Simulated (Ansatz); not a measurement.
# GeAs+ (triplet): PBE, r2SCAN, PBE0, B3LYP, wB97M-V, B2PLYP, RPA-PBE over vertical gaps between states, cc-pVDZ

Aim: run GeAs+ (triplet) with these functionals over vertical gaps between states, and hold them against the top wave-function level at the same points.

Computed with Ansatz 0.2.0, Gaussian basis. Level: cc-pVDZ, all electrons in the functionals, frozen cores in the correlation of double hybrids and RPA.

Plan: PBE, r2SCAN, PBE0, B3LYP, wB97M-V, B2PLYP, RPA-PBE, at charge 1, triplet; charge 1, singlet; charge 1, quintet.

4 further runs of the same task are left out: 4 set aside as unsound or not needed.

**1. What is computed**

The geometry is a PBE0/def2-TZVP stationary point (not a proven minimum). No spin-orbit coupling is included. The filled d shell of Ge, As may be among the frozen orbitals whatever the setting's name suggests; the logs give the count.

2 atoms, charge 1, spin multiplicity 3.

Atoms are counted from 1 here; the program's logs count them from 0.

Bond lengths: Ge1–As2 2.405 Å.

No dispersion term is added; wB97M-V holds VV10 nonlocal correlation. B3LYP takes the VWN-RPA correlation.

The geometry shown and the zero of energy belong to the point charge 1, triplet. The yardstick, FCI, and other wave-function levels (R restricted, U unrestricted, valence and pair active spaces) come from earlier runs.

**2. PBE, charge 1, triplet**

Input file in.yaml:

```yaml
crystal:
  periodic: [false, false, false]
  atoms:
    - {symbol: Ge, position_ang: [0.000000, 0.000000, 0.000000]}
    - {symbol: As, position_ang: [0.000000, 0.000000, 2.405300]}
basis:
  gaussian: {orbitals: cc-pVDZ}
total_charge: 1
magnetization: {spin_polarized: true, initial_magnetization: 2}
hamiltonian: {xc: {name: PBE}}
output: {orbitals: {seedname: orbitals}}
```

Run with:

```bash
$ ansatz run in.yaml --threads 1 --pin off --events-out ev --progress --plain --max-ram 4096MiB --backend cpu
```

Further steps of the session: PBE, charge 1, singlet; PBE, charge 1, quintet; r2SCAN, charge 1, triplet; r2SCAN, charge 1, singlet; r2SCAN, charge 1, quintet; PBE0, charge 1, triplet; PBE0, charge 1, singlet; PBE0, charge 1, quintet; B3LYP, charge 1, triplet; B3LYP, charge 1, singlet; B3LYP, charge 1, quintet; wB97M-V, charge 1, triplet; wB97M-V, charge 1, singlet; wB97M-V, charge 1, quintet; B2PLYP, charge 1, triplet; B2PLYP, charge 1, singlet; B2PLYP, charge 1, quintet; RPA-PBE, charge 1, triplet; RPA-PBE, charge 1, singlet; RPA-PBE, charge 1, quintet.

Before running them: what should the planned runs give, taken together? Wanted: triplet to singlet, FCI; triplet to quintet, FCI; largest miss, PBE; largest miss, r2SCAN; largest miss, PBE0; largest miss, B3LYP; largest miss, wB97M-V; largest miss, B2PLYP; largest miss, RPA-PBE.

The runs gave:

| quantity | value |
| --- | --- |
| triplet to singlet, FCI | 0.716 eV |
| triplet to quintet, FCI | 1.572 eV |
| largest miss, PBE | +0.306 eV (triplet to quintet) |
| largest miss, r2SCAN | +0.171 eV (triplet to quintet) |
| largest miss, PBE0 | +0.142 eV (triplet to quintet) |
| largest miss, B3LYP | +0.357 eV (triplet to quintet) |
| largest miss, wB97M-V | +0.190 eV (triplet to quintet) |
| largest miss, B2PLYP | +0.204 eV (triplet to quintet) |
| largest miss, RPA-PBE | +0.138 eV (triplet to quintet) |
| largest miss, RCCSD(T) | +0.151 eV (triplet to singlet) |

In words: Of the functionals, RPA-PBE keep the smallest largest miss at the points compared (at most 0.138 eV) and B3LYP strays most (0.357 eV, at triplet to quintet). PBE, r2SCAN, PBE0, B3LYP, wB97M-V, B2PLYP, RPA-PBE clearly break the spin symmetry at some points (⟨S²⟩ up to 1.01 above the pure value), so energy there is bought with a mixed spin. Restricted CCSD(T) does no better than the best of them: it misses by +0.151 eV at triplet to singlet. Functionals and the yardstick converge differently with the basis, so part of each miss in cc-pVDZ is the basis.
